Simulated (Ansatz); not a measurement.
# Molecular dynamics of Al$_{4}$H$_{3}$S$_{4}$O$_{20}$, charge -1

Input:

```yaml
accuracy: low
crystal:
  lattice:
    - [0.150128, 3.663727, 6.250317]
    - [0.150128, -3.663727, 6.250317]
    - [7.228802, 0.0, 0.0]
  atoms:
    - { symbol: Al, position: [0.01243271, 0.02494423, 0.50948614] }
    - { symbol: Al, position: [0.2255963, 0.24477368, 0.25352446] }
    - { symbol: H, position: [0.59140479, 0.27647175, 0.2545668] }
    - { symbol: S, position: [0.50072, 0.76079555, 0.38259847] }
    - { symbol: S, position: [0.0212267, 0.73494788, 0.08733605] }
    - { symbol: O, position: [0.18182451, 0.17165831, 0.02393686] }
    - { symbol: O, position: [0.05310295, 0.0775041, 0.75540195] }
    - { symbol: O, position: [0.30535299, 0.3182488, 0.49328339] }
    - { symbol: O, position: [0.43462976, 0.38350397, 0.79581372] }
    - { symbol: O, position: [0.31387375, 0.78673833, 0.48764914] }
    - { symbol: O, position: [0.4715496, 0.9479379, 0.29878592] }
    - { symbol: O, position: [0.22758361, 0.71374088, 0.02224068] }
    - { symbol: O, position: [0.05308742, 0.53039917, 0.15902532] }
    - { symbol: O, position: [0.0533699, 0.19390569, 0.3842475] }
    - { symbol: O, position: [0.46957184, 0.31593296, 0.17294606] }
    - { symbol: Al, position: [0.50548189, 0.50905405, 0.01014348] }
    - { symbol: Al, position: [0.74148832, 0.75140627, 0.74261613] }
    - { symbol: H, position: [0.49963242, 0.83448961, 0.95819744] }
    - { symbol: H, position: [-0.10668988, 0.78838291, 0.45285791] }
    - { symbol: S, position: [1.0002393, 0.25655474, 0.88428367] }
    - { symbol: S, position: [0.47912964, 0.24844573, 0.62880458] }
    - { symbol: O, position: [0.6868268, 0.66115255, 0.51540052] }
    - { symbol: O, position: [0.56427295, 0.57811809, 0.25335031] }
    - { symbol: O, position: [0.87017539, 0.80487653, 0.9364122] }
    - { symbol: O, position: [0.90313789, 0.91024245, 0.21501265] }
    - { symbol: O, position: [0.81811943, 0.27159494, 0.99014734] }
    - { symbol: O, position: [0.95385781, 0.45110879, 0.79468301] }
    - { symbol: O, position: [0.66735807, 0.24169333, 0.53811615] }
    - { symbol: O, position: [0.51237191, 0.04152163, 0.69798224] }
    - { symbol: O, position: [0.56112295, 0.70271527, 0.90009199] }
    - { symbol: O, position: [0.92840595, 0.82966464, 0.57033825] }
total_charge: -1
basis:
  ecutwfc: 420.0
kpoints:
  mp_grid: { grid: [2, 2, 2] }
hamiltonian:
  xc: pbesol
scf:
  occupations: { method: fermi_dirac, width: 0.05 }
  lower_state_search: "off"
md:
  timestep: 0.5
  n_steps: 290
  ensemble: nvt_langevin
  temperature: 1120.0
  initial_velocities: maxwell_boltzmann
  seed: 27559
  friction: 0.05
```

Launched with:

```bash
$ ansatz run input.yaml --threads 2 --pin off --max-ram 5120MiB --backend cpu --events-out ev --progress --plain --runs-dir out
```

It goes on from the last frame of an earlier run, with new velocities.

Output, in part (step lines):

```
md step     0: t =     0.00 fs  T =  1083.9 K  F+E_penalty+E_count = -16901.13144021 eV  E_kin = 4.343136 eV  (10 SCF iters)
md step     1: t =     0.50 fs  T =  1111.1 K  F+E_penalty+E_count = -16901.15399338 eV  E_kin = 4.452294 eV  (8 SCF iters)
md step     2: t =     1.00 fs  T =  1115.8 K  F+E_penalty+E_count = -16901.10877754 eV  E_kin = 4.471122 eV  (8 SCF iters)
md step     3: t =     1.50 fs  T =  1059.2 K  F+E_penalty+E_count = -16901.00388156 eV  E_kin = 4.244182 eV  (8 SCF iters)
md step     4: t =     2.00 fs  T =   992.2 K  F+E_penalty+E_count = -16900.86225934 eV  E_kin = 3.975784 eV  (8 SCF iters)
md step     5: t =     2.50 fs  T =  1048.4 K  F+E_penalty+E_count = -16900.72952558 eV  E_kin = 4.200854 eV  (6 SCF iters)
md step     6: t =     3.00 fs  T =  1030.6 K  F+E_penalty+E_count = -16900.65610573 eV  E_kin = 4.129568 eV  (7 SCF iters)
md step     7: t =     3.50 fs  T =  1100.4 K  F+E_penalty+E_count = -16900.62511113 eV  E_kin = 4.409376 eV  (7 SCF iters)
[... lines left out ...]
md step   290: t =   145.00 fs  T =  1077.5 K  F+E_penalty+E_count = -16899.05058093 eV  E_kin = 4.317498 eV  (8 SCF iters)
```

The steps, from the saved trajectory:

```
time (fs)  T (K)  potential energy less start (eV)
      0.0   1084                             0.000
      4.5   1095                             0.450
      9.0    915                             1.098
     13.5   1130                             0.960
     18.0   1251                             0.281
     22.5   1020                             0.968
     27.0   1029                             1.193
     31.5    977                             1.577
     36.0    888                             1.416
     40.5    781                             0.775
     45.0    769                             0.543
     49.5    817                            -0.128
     54.0    895                             0.150
     58.5    951                             0.623
     63.0    922                             1.334
     67.5    880                             1.795
     72.0    897                             1.980
     76.5   1195                             1.087
     81.0   1257                             0.605
     85.5   1326                             0.286
     90.0    952                             0.965
     94.5   1006                             0.550
     99.0    931                             1.148
    103.5   1262                             1.014
    108.0   1467                             0.468
    112.5   1355                             0.702
    117.0   1353                             1.160
    121.5    938                             1.623
    126.0    840                             1.521
    130.5    962                             1.176
    135.0   1190                             1.073
    139.5   1068                             1.631
    144.0   1153                             1.963
```

The run went to its last step. A run of 0.14 ps of so small a system gives no equilibrium averages. Limits of this set-up: low accuracy level, charged cell in a uniform background, uncorrected.

Mean squared displacements from the first frame to the last, about the centre of mass: Al 0.06 Å², H 0.26 Å², S 0.05 Å², O 0.15 Å².

Last frame:

```xyz
31
Lattice="0.1501 3.6637 6.2503 0.1501 -3.6637 6.2503 7.2288 0.0000 0.0000" Properties=species:S:1:pos:R:3
Al 3.627 -0.065 0.276
Al 1.854 0.180 3.283
H 1.885 1.061 5.325
S 2.946 -0.727 7.947
S 0.982 -2.592 4.824
O 0.190 0.062 2.412
O 5.497 -0.244 1.093
O 3.577 0.224 4.556
O 5.822 0.166 5.490
O 3.786 -1.653 7.203
O 2.215 -1.658 8.781
O 0.018 -1.701 5.622
O 1.397 -2.037 3.526
O 2.946 -0.428 1.956
O 1.136 0.516 4.840
Al 0.180 -0.015 6.391
Al 5.775 -0.269 9.593
H 7.415 -1.447 8.244
H 3.899 -2.801 4.236
S 6.753 2.681 7.919
S 4.662 1.001 4.987
O 3.964 0.102 8.684
O 2.019 0.044 7.108
O 7.512 -0.164 10.639
O 2.196 0.586 12.063
O 7.556 1.861 6.956
O 6.157 1.840 9.067
O 3.955 1.879 6.062
O 5.328 1.846 4.008
O 6.650 -0.852 8.105
O 4.652 0.352 11.127
```

Time of the run: 29 min on 2 threads of Intel(R) Xeon(R) Platinum 8175M CPU @ 2.50GHz (Skylake/Cascade Lake), on a shared host, peak memory 1 GiB.
